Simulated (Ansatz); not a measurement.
# CSO: the cost of one run

All numbers below are computed with Ansatz 0.2.0 (DFT PBE+D3(BJ), plane waves, PAW, scalar-relativistic, no spin polarisation).

## Step 1: The starting structure

The cell holds 30 atoms (C10O10S10): a = 9.398 Å, b = 9.398 Å, c = 9.398 Å, α = 90.00°, β = 90.00°, γ = 90.00°.

The coordinates stand in the first input below.

## Step 2: Preparing the start

Input file input.yaml:

```yaml
crystal:
  lattice:
    - [9.397796, 0.0, 0.0]
    - [0.0, 9.397796, 0.0]
    - [0.0, 0.0, 9.397796]
  atoms:
    - { symbol: O, position: [0.7619206, 0.7450108, 0.5685896] }
    - { symbol: C, position: [0.781205, 0.868709, 0.5608971] }
    - { symbol: S, position: [0.8068132, 1.0329714, 0.5506822] }
    - { symbol: O, position: [0.6502135, 0.4479866, 0.8836789] }
    - { symbol: C, position: [0.6651835, 0.5364519, 0.9713265] }
    - { symbol: S, position: [0.6850627, 0.6539275, 1.0877162] }
    - { symbol: O, position: [0.3493157, 0.7692981, 0.1986801] }
    - { symbol: C, position: [0.3940804, 0.7260822, 0.3075874] }
    - { symbol: S, position: [0.4535247, 0.6686945, 0.4522086] }
    - { symbol: O, position: [1.1098965, 0.9500448, 0.8714648] }
    - { symbol: C, position: [0.9923743, 0.9505538, 0.9152892] }
    - { symbol: S, position: [0.8363132, 0.9512298, 0.973485] }
    - { symbol: O, position: [0.5911174, 0.3416208, 0.5197024] }
    - { symbol: C, position: [0.700126, 0.3960454, 0.5494914] }
    - { symbol: S, position: [0.8448817, 0.4683175, 0.589049] }
    - { symbol: O, position: [0.5024697, 0.0510938, 0.801173] }
    - { symbol: C, position: [0.5103235, 0.0162023, 0.9213945] }
    - { symbol: S, position: [0.5207527, -0.0301311, 1.0810401] }
    - { symbol: O, position: [0.9743504, 0.0998817, 0.1795088] }
    - { symbol: C, position: [0.8754751, 0.1769478, 0.1754119] }
    - { symbol: S, position: [0.7441758, 0.2792862, 0.1699716] }
    - { symbol: O, position: [0.1511086, 0.3664246, 0.8156162] }
    - { symbol: C, position: [0.217086, 0.3873054, 0.9202263] }
    - { symbol: S, position: [0.3046993, 0.4150336, 1.0591411] }
    - { symbol: O, position: [0.1009638, 0.1449227, 0.6569939] }
    - { symbol: C, position: [0.1816185, 0.2194282, 0.5963636] }
    - { symbol: S, position: [0.2887224, 0.3183663, 0.5158509] }
    - { symbol: O, position: [0.1593521, 0.8260296, 0.3656627] }
    - { symbol: C, position: [0.1149944, 0.7177807, 0.3204205] }
    - { symbol: S, position: [0.0560906, 0.5740338, 0.260342] }
basis:
  ecutwfc: 420.0
kpoints:
  mp_grid: { grid: [1, 1, 1] }
hamiltonian:
  xc: pbe
  dispersion: d3bj
scf:
  occupations: { method: fermi_dirac, width: 0.05 }
  lower_state_search: "off"
relax:
  f_tol: 0.3
  max_steps: 15
  adjacent_minimum: "off"
```

Command:

```
$ ansatz run input.yaml --threads 1 --pin off --max-ram 3072MiB --backend cpu --events-out ev --progress --plain --runs-dir out
```

Q: Estimate wall time and peak memory on 1 thread of Arm Neoverse V1, shared host.

About 91 s, with a peak of 0.64 GiB.
